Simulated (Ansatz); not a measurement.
MnS:

```
CELL_PARAMETERS angstrom
2.61225 2.61225 5.22450
2.61225 -2.61225 0.00000
2.61225 2.61225 0.00000
ATOMIC_POSITIONS crystal
Mn 0.00000 0.00000 0.00000
Mn 0.50000 0.50000 0.00000
S 0.50000 0.00000 0.50000
S 0.00000 0.50000 0.50000
```

The cell isn't the ideal one: another cell of the same crystal, with 4 atoms.

Base run:

| Item | Value |
| --- | --- |
| Program | Ansatz 0.2.0 |
| Functional | PBEsol |
| Potentials or basis | Ansatz PAW |
| Cutoff | 420 eV (not typed: the program's choice for these potentials) |
| k mesh | 6 × 6 × 6 |
| Occupations | gaussian, width 0.05 eV |
| Spin | collinear spin, antiferromagnetic start |
| Starting moments | [4.0, -4.0, 0.0, 0.0] μB |
| Hubbard terms | Mn d U = 4 eV |

Its results: band gap on the k mesh 0.77 eV; pressure -0.2 GPa; net moment 0.00 μB per cell; site moments Mn +4.48, -4.48; S -0.04, +0.04 μB.

Problem. The run is repeated on the same cell with these changes: functional from PBEsol to PBE; hubbard terms from Mn d U = 4 eV to Mn d U = 3 eV. What comes out?

Solution. Band gap on the k mesh 0.79 eV; pressure 2.4 GPa; net moment 0.00 μB per cell; site moments Mn +4.45, -4.45; S -0.04, +0.04 μB.

Several settings changed at once, so the effect can't be laid on one alone.

Caveats: the magnetic or orbital state may not be the lowest; the PAW data sets come from PBE, with cores solved anew for the run's functional, which leaves a small shift of forces and pressure (some runs).

A k mesh can miss the band edges.
